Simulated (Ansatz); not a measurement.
**C₂H₆BNSe: basis-set convergence**

The task here is to estimate one member of a computed series from the others.

Method: one geometry, several basis sets; program: Ansatz 0.2.0, Gaussian basis.

Plan: PBE0-D4/def2-SVP; ωB97M-V/def2-SVP; PBE0-D4/def2-QZVPP; ωB97M-V/def2-QZVPP; the functionals' def2-TZVPP values are taken from earlier runs.

### The relaxed structure

All runs share one geometry, relaxed beforehand with PBE0-D4 in a triple-zeta def2 set.

11 atoms, charge 0, spin multiplicity 1.

Atoms are counted from 1 here; the program's logs count them from 0.

Bond lengths: C1–B2 1.576 Å, C1–H6 1.093 Å, C1–H7 1.098 Å, C1–H8 1.092 Å, B2–C3 1.534 Å, B2–H9 1.200 Å, C3–N4 1.308 Å, C3–Se5 1.808 Å, N4–H10 1.007 Å, N4–H11 1.010 Å. Angles: B2–C1–H6 111.4°, B2–C1–H7 108.8°, B2–C1–H8 113.8°, H6–C1–H7 106.2°, H6–C1–H8 108.5°, H7–C1–H8 107.8°, C1–B2–C3 122.1°, C1–B2–H9 120.9°, C3–B2–H9 116.0°, B2–C3–N4 140.4°, B2–C3–Se5 89.4°, N4–C3–Se5 130.1°, C3–N4–H10 120.7°, C3–N4–H11 121.1°, H10–N4–H11 118.2°.

Geometry (Å):

```
C    -1.2845    0.7544    0.8051
B     0.1682    0.7744    0.1956
C     0.6962   -0.3625   -0.6886
N     1.2158   -1.5590   -0.5892
Se    0.2897    0.6134   -2.1549
H    -1.7341    1.7502    0.7973
H    -1.2209    0.4554    1.8600
H    -1.9647    0.0638    0.3022
H     0.9829    1.5718    0.5700
H     1.3841   -1.9733    0.3135
H     1.4673   -2.0886   -1.4111
```

The first run:

in.yaml reads:

```yaml
crystal:
  periodic: [false, false, false]
  atoms:
    - {symbol: C, position_ang: [-1.284540, 0.754372, 0.805116]}
    - {symbol: B, position_ang: [0.168216, 0.774374, 0.195619]}
    - {symbol: C, position_ang: [0.696173, -0.362484, -0.688600]}
    - {symbol: N, position_ang: [1.215841, -1.558966, -0.589233]}
    - {symbol: Se, position_ang: [0.289695, 0.613394, -2.154892]}
    - {symbol: H, position_ang: [-1.734059, 1.750198, 0.797302]}
    - {symbol: H, position_ang: [-1.220921, 0.455447, 1.860000]}
    - {symbol: H, position_ang: [-1.964742, 0.063772, 0.302226]}
    - {symbol: H, position_ang: [0.982916, 1.571802, 0.570035]}
    - {symbol: H, position_ang: [1.384141, -1.973289, 0.313522]}
    - {symbol: H, position_ang: [1.467278, -2.088630, -1.411096]}
basis:
  gaussian: {orbitals: def2-SVP}
hamiltonian: {xc: pbe0, dispersion: d4}
output: {orbitals: {seedname: orbitals}}
```

The run is started by

```bash
ansatz run in.yaml --threads 4 --pin off --events-out ev --progress --plain --max-ram 10444MiB
```

Steps of the session up to this table: PBE0-D4 in def2-SVP; ωB97M-V in def2-SVP; PBE0-D4 in def2-QZVPP; ωB97M-V in def2-QZVPP.

One table of the session follows, with a row left open; its other results are not shown here.

It belongs to the step «Functionals by basis». 

| functional | basis | HOMO (eV) |
| --- | --- | --- |
| PBE0-D4 | def2-SVP | -6.51 |
| PBE0-D4 | def2-TZVPP | ? |
| PBE0-D4 | def2-QZVPP | -6.67 |
| ωB97M-V | def2-SVP | -8.52 |
| ωB97M-V | def2-TZVPP | -8.68 |
| ωB97M-V | def2-QZVPP | -8.70 |

Estimate the missing values for PBE0-D4, def2-TZVPP.

The run gave: HOMO (eV): -6.64. In the column «HOMO (eV)» it lies between PBE0-D4, def2-QZVPP (-6.67) and PBE0-D4, def2-SVP (-6.51).
